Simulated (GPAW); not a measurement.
# AgH3O2 (SMILES [OH][Ag-][OH2+]): levels of theory compared

We compute a comparison of 3 runs (PBE/real-space grid, SVWN5/real-space grid, PBE/dzp) of AgH3O2. Input form: an ASE script.

The results are computed with GPAW 26.7.0.

2 further runs of the same task are left out: 1 for a known fault of the program, 1 set aside as unsound or not needed.

### Step 1. Starting point

The species is AgH3O2 (6 atoms), meant as a singlet with charge 0. As SMILES, `[OH][Ag-][OH2+]`. Geometry: a GFN2-xTB relaxation, a rough one for these elements and not checked as a minimum. This is one conformer, not always the lowest.

Bond lengths: O1–Ag2 2.005 Å, Ag2–O3 2.315 Å, O1–H4 0.958 Å, O3–H5 0.958 Å, O3–H6 0.958 Å. Angles: O1–Ag2–O3 173.5°, Ag2–O1–H4 116.7°, Ag2–O3–H5 125.9°, Ag2–O3–H6 124.2°, H5–O3–H6 108.1°.

### Step 2. The charge distribution at PBE/real-space grid (scalar-relativistic datasets) (run 1)

The input, calc.py:

```python
import numpy as np
from ase import Atoms
from ase.units import Debye
from gpaw import GPAW

# Set up the molecule
atoms = Atoms('OAgOHHH',
    positions=[[ -1.519370,  -1.996790,  -0.655360],
               [ -0.362850,  -0.432800,  -0.170820],
               [  1.076860,   1.219440,   0.575230],
               [ -2.177410,  -1.851400,  -1.335810],
               [  1.833370,   1.562690,   0.097670],
               [  1.149390,   1.498840,   1.489090]])
atoms.center(vacuum=4.5)

# Calculator
calculator = GPAW(mode='fd',
                  h=0.18,
                  xc='PBE',
                  occupations={'name': 'fermi-dirac', 'width': 0.01},
                  maxiter=150,
                  txt='-')
atoms.calc = calculator

energy = atoms.get_potential_energy()
print(f'Energy                  {energy:.5f} eV')
forces = atoms.get_forces()
print('Forces (eV/Ang)')
for symbol, f in zip(atoms.symbols, forces):
    print(f'{symbol:2} {f[0]:9.4f} {f[1]:9.4f} {f[2]:9.4f}')
dipole = atoms.get_dipole_moment() / Debye
print(f'Dipole = {np.linalg.norm(dipole):.3f} D')
homo, lumo = calculator.get_homo_lumo()
print(f'HOMO                    {homo:.3f} eV')
print(f'LUMO                    {lumo:.3f} eV')
print(f'Gap: {lumo - homo:.3f} eV')
```

The run is started by

```console
$ python3 -u calc.py | tee calc.out
```

Output:

```text
[...]
Number of symmetries: 1
[...]
  Number of IBZ points: 1
[...]
Spin-components: 1 (collinear spins)
Bands:           23
[...]
  Valence electrons: 32.0
[...]
  Grid points: [72 68 64]
  Charge: 0.0  # |e|
[...]
    cutoffs:
[...]
occupation numbers:
  Fermi-Dirac:
[...]
xc functional:
  name: PBE with 2 nearest neighbor stencil
[...]
|iter     |     time |      energy | eigst |  dens |
[...]
|iter:   1| 00:00:04 |  -31.049453 | +0.82 |       |
[...]
|iter:  14| 00:00:32 |  -26.311641c| -7.53c| -5.87c|
Converged in 14 steps
[...]
Energy contributions relative to reference atoms: (reference = -148717.001443)
Energy contributions:
  Kinetic:          30.533922
  Coulomb:         -34.791323
  Zero:              1.115204
  External:          0.000000
  Xc:              -23.169443
  Entropy:          -0.000000
  Spinorbit:         0.000000
  ----------------------------
  Free energy:     -26.311641
  Extrapolated:    -26.311641
dipole moment: (0.866887, 1.166052, 0.337837)  # |e|*Ang
Fermi level: -4.565
Eigenvalues  # (at kpt = [0.000, 0.000, 0.000])
| band index |      eig [eV] | occ [0-2] |
|------------|---------------|-----------|
|          0 |       -58.469 |     2.000 |
|        ... |               |           |
|          8 |        -9.259 |     2.000 |
|          9 |        -7.572 |     2.000 |
|         10 |        -7.488 |     2.000 |
|         11 |        -7.143 |     2.000 |
|         12 |        -7.141 |     2.000 |
|         13 |        -6.592 |     2.000 |
|         14 |        -5.271 |     2.000 |
|         15 |        -4.851 |     2.000 |
|         16 |        -2.347 |     0.000 |
|         17 |        -0.739 |     0.000 |
[...]
Gap: 2.504 eV
Transition (v -> c):
[...]
Forces (eV/Ang)
O     0.5258   -0.3533    0.6357
Ag    0.1372    0.2580    0.0498
O    -0.8598   -0.6140   -0.4215
H    -0.3737    0.4192   -0.5001
H     0.4932    0.1698   -0.2764
H     0.0648    0.1408    0.5516
Dipole = 7.165 D
HOMO                    -4.851 eV
LUMO                    -2.347 eV
Gap: 2.504 eV
```

Run time: 33 s. Hardware: 1 thread of Arm Neoverse V2, shared host; peak memory 0.9 GiB.

### Step 3. The solvation energy at SVWN5/real-space grid (scalar-relativistic datasets, continuum, electrostatics alone, water's cavity dichloromethane) (run 2)

The input, run_solv.py:

```python
import numpy as np
from ase import Atoms
from ase.units import Debye, kcal, mol
from gpaw import GPAW, setup_paths
from gpaw.atom.configurations import parameters
from gpaw.atom.generator import Generator
from gpaw.solvation import EffectivePotentialCavity, GradientSurface, LinearDielectric, Power12Potential, SolvationGPAW

atoms = Atoms(['O', 'Ag', 'O', 'H', 'H', 'H'],
    positions=[[ -1.519370,  -1.996790,  -0.655360],
               [ -0.362850,  -0.432800,  -0.170820],
               [  1.076860,   1.219440,   0.575230],
               [ -2.177410,  -1.851400,  -1.335810],
               [  1.833370,   1.562690,   0.097670],
               [  1.149390,   1.498840,   1.489090]])
atoms.center(vacuum=5.0)

for symbol in ['Ag', 'H', 'O']:
    Generator(symbol, xcname='LDA_X+LDA_C_VWN', scalarrel=True, nofiles=True, txt=None).run(**parameters[symbol])
setup_paths.insert(0, '.')

calc = GPAW(mode='fd',
            h=0.22,
            xc='LDA_X+LDA_C_VWN',
            occupations={'name': 'fermi-dirac', 'width': 0.01},
            maxiter=100,
            legacy_gpaw=True,
            txt='-')
atoms.calc = calc
e_gas = atoms.get_potential_energy()
mu_gas = np.linalg.norm(atoms.get_dipole_moment()) / Debye

# Dielectric constant of dichloromethane; cavity of the water model, electrostatics alone
solvent = dict(cavity=EffectivePotentialCavity(effective_potential=Power12Potential(atomic_radii={'H': 1.09}, u0=0.18),
                                               temperature=298.15, surface_calculator=GradientSurface()),
               dielectric=LinearDielectric(epsinf=8.93),
               interactions=[])
calc = SolvationGPAW(mode='fd',
                     h=0.22,
                     xc='LDA_X+LDA_C_VWN',
                     occupations={'name': 'fermi-dirac', 'width': 0.01},
                     maxiter=100,
                     txt='-',
                     **solvent)
atoms.calc = calc
e_sol = atoms.get_potential_energy()
mu_sol = np.linalg.norm(atoms.get_dipole_moment()) / Debye
dg = (e_sol - e_gas) / (kcal / mol)
print(f'Electrostatic solvation energy = {dg:.2f} kcal/mol')
print(f'Dipole {mu_gas:.3f} D in gas, {mu_sol:.3f} D in solution')
```

The run is started by

```console
$ python run_solv.py
```

Output:

```text
[...]
    cutoffs:
[...]
  Total Charge: 0.000000
[...]
Number of atoms: 6
[...]
Number of bands in calculation: 23
Number of valence electrons: 32
[...]
iter:   1 hh:mm:ss   -33.424455
[...]
Converged after 18 iterations.
Dipole moment: (0.861773, 1.167446, 0.331391) |e|*Ang
[...]
Fermi level: -4.81445
[...]
      Finite-difference x-derivative with O(h^6) error (6 points)
      Finite-difference y-derivative with O(h^6) error (6 points)
      Finite-difference z-derivative with O(h^6) error (6 points)
    Max iterations: 1000
[...]
iter:  18 hh:mm:ss   -29.129399c  -7.50c -6.08c
Converged after 18 iterations.
Dipole moment: (1.037801, 1.457513, 0.374901) |e|*Ang
Energy contributions relative to reference atoms: (reference = -148557.393972)
Kinetic:        +31.641679
Potential:      -37.125301
External:        +0.000000
XC:             -25.499335
Entropy (-ST):   -0.000000
Local:           +1.853558
--------------------------
Free energy:    -29.129399
Extrapolated:   -29.129399
Solvation cavity surface area: 106.44185
Solvation cavity volume: not calculated (no calculator defined)
 Band  Eigenvalues  Occupancy
    0    -58.55857    2.00000
    1    -58.47405    2.00000
    2    -58.45623    2.00000
    3    -25.99919    2.00000
    4    -22.45159    2.00000
    5    -14.18146    2.00000
    6    -11.45842    2.00000
    7    -10.43488    2.00000
    8     -8.68808    2.00000
    9     -8.00144    2.00000
   10     -7.85761    2.00000
   11     -7.36448    2.00000
   12     -7.35980    2.00000
   13     -6.88557    2.00000
[...]
Fermi level: -4.76633
Gap: 3.468 eV
Transition (v -> c):
  (s=0, k=0, n=15, [0.00, 0.00, 0.00]) -> (s=0, k=0, n=16, [0.00, 0.00, 0.00])
No difference between direct/indirect transitions
Electrostatic solvation energy = -17.17 kcal/mol
Dipole 7.149 D in gas, 8.781 D in solution
```

It took 77 s on 1 thread of Arm Neoverse V2, shared host; peak memory 0.8 GiB.

### Step 4. The charge distribution at PBE/dzp (scalar-relativistic datasets) (run 3)

The input, mol.xyz:

```xyz
6

O     -1.519370    -1.996790    -0.655360
Ag    -0.362850    -0.432800    -0.170820
O      1.076860     1.219440     0.575230
H     -2.177410    -1.851400    -1.335810
H      1.833370     1.562690     0.097670
H      1.149390     1.498840     1.489090
```

The input, mol_sp.py:

```python
import numpy as np
from ase.io import read
from ase.units import Debye
from gpaw import GPAW

system = read('mol.xyz')
system.center(vacuum=4.5)

calculator = GPAW(mode='lcao',
                  basis='dzp',
                  h=0.18,
                  xc='PBE',
                  occupations={'name': 'fermi-dirac', 'width': 0.01},
                  maxiter=150,
                  txt='-')
system.calc = calculator

energy = system.get_potential_energy()
print(f'Energy                  {energy:.5f} eV')
forces = system.get_forces()
print('Forces (eV/Ang)')
for symbol, f in zip(system.symbols, forces):
    print(f'{symbol:2} {f[0]:9.4f} {f[1]:9.4f} {f[2]:9.4f}')
dipole = system.get_dipole_moment() / Debye
print(f'Dipole = {np.linalg.norm(dipole):.3f} D')
homo, lumo = calculator.get_homo_lumo()
print(f'HOMO: {homo:.3f} eV')
print(f'LUMO                    {lumo:.3f} eV')
print(f'Gap = {lumo - homo:.3f} eV')
```

The run is started by

```console
$ python mol_sp.py > mol_sp.log
```

Output:

```text
[...]
Number of symmetries: 1
[...]
  Number of IBZ points: 1
[...]
basis functions: 68
Spin-components: 1 (collinear spins)
Bands:           23
[...]
  Valence electrons: 32.0
[...]
  Grid points: [72 68 64]
  Charge: 0.0  # |e|
[...]
    cutoffs:
[...]
occupation numbers:
  Fermi-Dirac:
[...]
xc functional:
  name: PBE with 2 nearest neighbor stencil
[...]
|iter     |     time |      energy | eigst |  dens |
[...]
|iter:   1| 00:00:05 |  -25.505817 |      c|       |
[...]
|iter:   9| 00:00:11 |  -23.269118c|      c| -4.10c|
Converged in 9 steps
[...]
Energy contributions relative to reference atoms: (reference = -148717.001443)
Energy contributions:
  Kinetic:          24.840193
  Coulomb:         -24.632232
  Zero:              0.419186
  External:          0.000000
  Xc:              -23.896265
  Entropy:          -0.000000
  Spinorbit:         0.000000
  ----------------------------
  Free energy:     -23.269118
  Extrapolated:    -23.269118
dipole moment: (0.830428, 1.105662, 0.327119)  # |e|*Ang
Fermi level: -3.930
Eigenvalues  # (at kpt = [0.000, 0.000, 0.000])
| band index |      eig [eV] | occ [0-2] |
|------------|---------------|-----------|
|          0 |       -57.923 |     2.000 |
|        ... |               |           |
|          8 |        -8.821 |     2.000 |
|          9 |        -7.009 |     2.000 |
|         10 |        -6.893 |     2.000 |
|         11 |        -6.447 |     2.000 |
|         12 |        -6.446 |     2.000 |
|         13 |        -6.043 |     2.000 |
|         14 |        -4.754 |     2.000 |
|         15 |        -4.301 |     2.000 |
|         16 |        -1.591 |     0.000 |
|         17 |        -0.107 |     0.000 |
[...]
Gap: 2.710 eV
Transition (v -> c):
[...]
Forces (eV/Ang)
O     1.1264   -0.5177    1.2391
Ag    0.1104    0.2570   -0.0163
O    -1.5017   -1.1187   -0.7428
H    -0.8833    0.6215   -1.0479
H     1.0029    0.4182   -0.5747
H     0.1440    0.3652    1.1723
Dipole = 6.825 D
HOMO: -4.301 eV
LUMO                    -1.591 eV
Gap = 2.710 eV
```

Wall time 11 s (1 thread of Arm Neoverse V2, shared host); peak memory 0.76 GiB.

### Step 5. All runs side by side

| run | level | task | grid spacing | energy (Eh) | dipole moment (D) | HOMO energy (eV) | LUMO energy (eV) | wall time |
| --- | --- | --- | --- | --- | --- | --- | --- | --- |
| 1 | PBE/real-space grid (scalar-relativistic datasets) | properties | 0.18 | -5466.215934 | 7.17 | -4.85 | -2.35 | 33 s |
| 2 | SVWN5/real-space grid (scalar-relativistic datasets, continuum, electrostatics alone, water's cavity dichloromethane) | solvation | 0.22 | -5460.454018 | 8.78 | -5.64 | -2.18 | 77 s |
| 3 | PBE/dzp (scalar-relativistic datasets) | properties | 0.18 | -5466.104123 | 6.83 | -4.30 | -1.59 | 11 s |

### Step 6. What came out

| quantity | value |
| --- | --- |
| run 3: energy as printed (from the program's reference atoms) | -23.2691 eV |
| run 3: dipole moment | 6.83 D |
| run 3: HOMO energy | -4.30 eV |
| run 3: LUMO energy | -1.59 eV |
| run 3: HOMO–LUMO gap | 2.71 eV |
| run 3: largest force on an atom | 2.015 eV/Å |

**Reading.** The dipole moment (its size) runs from 6.83 D (PBE/dzp) to 8.78 D (SVWN5/real-space grid). The two ends differ in method and basis and solvent. The HOMO–LUMO gap runs from 2.50 eV (PBE/real-space grid) to 3.47 eV (SVWN5/real-space grid). The two ends differ in method and solvent. Totals of different functionals can't be ranked against each other. All runs together took 2 min, the longest 77 s.
